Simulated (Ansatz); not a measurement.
# C3FN3Sn: how energies converge with the basis set

Aim: see how fast density functionals converge with the basis set for C3FN3Sn.

The runs use Ansatz 0.2.0, Gaussian basis; one geometry, several basis sets.

Levels to be run: PBE0-D4/def2-SVP; ωB97M-V/def2-SVP; PBE0-D4/def2-QZVPP; ωB97M-V/def2-QZVPP; the functionals' def2-TZVPP values are taken from earlier runs.

## (1) The relaxed structure

An earlier PBE0-D4 in a triple-zeta def2 set relaxation fixed the geometry. Sn takes the def2 core potential; no spin-orbit term is included.

SMILES `N#[C][Sn]([F])([C]#N)[C]#N`, 8 atoms, charge 0, spin multiplicity 1.

Atoms are counted from 1 here; the program's logs count them from 0.

Bond lengths: N1–C2 1.151 Å, C2–Sn3 2.072 Å, Sn3–F4 1.886 Å, Sn3–C5 2.072 Å, Sn3–C7 2.072 Å, C5–N6 1.151 Å, C7–N8 1.151 Å. Angles: N1–C2–Sn3 179.1°, C2–Sn3–F4 107.5°, C2–Sn3–C5 111.4°, C2–Sn3–C7 111.4°, F4–Sn3–C5 107.5°, F4–Sn3–C7 107.5°, C5–Sn3–C7 111.4°, Sn3–C5–N6 179.1°, Sn3–C7–N8 179.1°.

## (2) PBE0-D4 in def2-SVP

Input file in.yaml:

```yaml
crystal:
  periodic: [false, false, false]
  atoms:
    - {symbol: N, position_ang: [2.471097, 0.197535, 1.918133]}
    - {symbol: C, position_ang: [1.658567, 0.135325, 1.105505]}
    - {symbol: Sn, position_ang: [0.173689, 0.020018, -0.334490]}
    - {symbol: F, position_ang: [1.007881, 0.159336, -2.019843]}
    - {symbol: C, position_ang: [-1.162853, 1.594324, -0.170246]}
    - {symbol: N, position_ang: [-1.910036, 2.463007, -0.062792]}
    - {symbol: C, position_ang: [-0.799918, -1.807524, -0.271785]}
    - {symbol: N, position_ang: [-1.346428, -2.819020, -0.220382]}
basis:
  gaussian: {orbitals: def2-SVP}
hamiltonian: {xc: pbe0, dispersion: d4}
output: {orbitals: {seedname: orbitals}}
```

Started as:

```console
ansatz run in.yaml --threads 4 --pin off --events-out ev --progress --plain --max-ram 11315MiB
```

The runs that follow: ωB97M-V in def2-SVP; PBE0-D4 in def2-QZVPP; ωB97M-V in def2-QZVPP.

Before running them: what should the planned runs give, taken together? Wanted: PBE0-D4: double and triple zeta above quadruple; ωB97M-V: double and triple zeta above quadruple.

As calculated:

| quantity | value |
| --- | --- |
| PBE0-D4: double and triple zeta above quadruple | 13.21, 0.60 eV |
| ωB97M-V: double and triple zeta above quadruple | 13.47, 0.55 eV |

PBE0-D4 gains 12.61 eV from double to triple zeta, then 0.60 eV more. Total energies overstate the basis error of differences, where much of it tends to cancel.
